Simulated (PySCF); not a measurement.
**The bond of CsCd+, level by level**

An exercise on one series of results from a longer session: the logs are not shown, and one member is left open.

Computed with PySCF 2.14.0. Level: Cs def2-SVP with ECP46, Cd def2-SVP with ECP28, scalar-relativistic core potentials.

Set-up of the first run:

A driver script around PySCF takes these settings:

```json
{
  "atoms": "Cs, Cd",
  "charge": "1",
  "basis": "Cs def2-SVP with ECP46, Cd def2-SVP with ECP28",
  "Hamiltonian": "scalar-relativistic core potentials",
  "basis functions": "55",
  "electrons treated": "28",
  "masses in u": "132.9054, 113.9034",
  "levels": "PBE0, PBE, r²SCAN, revPBE, LDA, PW91, HSE06, HF, MP2, SCS-MP2, CCSD, CCSD(T)",
  "grid": "80 radial by 434 angular points",
  "occupations": "held fixed by the projection of orbital angular momentum",
  "dissociation limit": "Cs+ + Cd, each in its ground configuration",
  "starting distance in angstrom": "3.705",
  "values of 2S to try": "0, 2"
}
```

On the command line:

```
OMP_NUM_THREADS=1 python dia.py task.json out
```

Steps of the session up to this table: The job; The PBE0 curve of the state that the search chose; Excited determinants; PBE; r²SCAN (meta-GGA); revPBE; LDA (local density); PW91; HSE06; RHF (mean field); Adding correlation.

One of the session's tables, all rows but one given; the rest of the session is left out.

It belongs to the step «The curves together». Energy (eV) from each level's lowest point:

| R (Å) | RHF | RHF-MP2 | RHF-SCS-MP2 | RHF-CCSD | RHF-CCSD(T) |
| --- | --- | --- | --- | --- | --- |
| 3.529 | 0.230 | 0.096 | 0.111 | n/a | n/a |
| 3.694 | 0.129 | 0.039 | 0.048 | 0.051 | 0.048 |
| 3.858 | 0.066 | 0.011 | 0.016 | 0.017 | 0.016 |
| 3.981 | ? | ? | ? | ? | ? |
| 4.104 | 0.017 | 0.000 | 0.000 | 0.000 | 0.000 |
| 4.227 | 0.006 | 0.003 | 0.001 | 0.000 | 0.001 |
| 4.391 | 0.000 | 0.012 | 0.008 | 0.006 | 0.007 |
| 4.596 | 0.002 | 0.026 | 0.020 | 0.018 | 0.020 |
| 4.843 | 0.011 | 0.045 | 0.037 | 0.035 | 0.037 |
| 5.171 | 0.028 | 0.068 | 0.059 | n/a | n/a |

Estimate the missing values for R (Å) = 3.981.

Worked estimate for «RHF». A straight line through the neighbours (3.858, 0.066) and (4.104, 0.017) gives 0.066 + (0.017 − 0.066) × (3.981 − 3.858) / (4.104 − 3.858) = 0.042; a parabola fitted to 4 rows on both sides gives 0.035.

The run gave: RHF: 0.036; RHF-MP2: 0.002; RHF-SCS-MP2: 0.004; RHF-CCSD: 0.005; RHF-CCSD(T): 0.004. In «RHF» the line misses by +0.006 and the parabola by -0.001.

To keep in mind: The bond is weak, and basis-set superposition, which was not computed, may be a sizeable part of it.
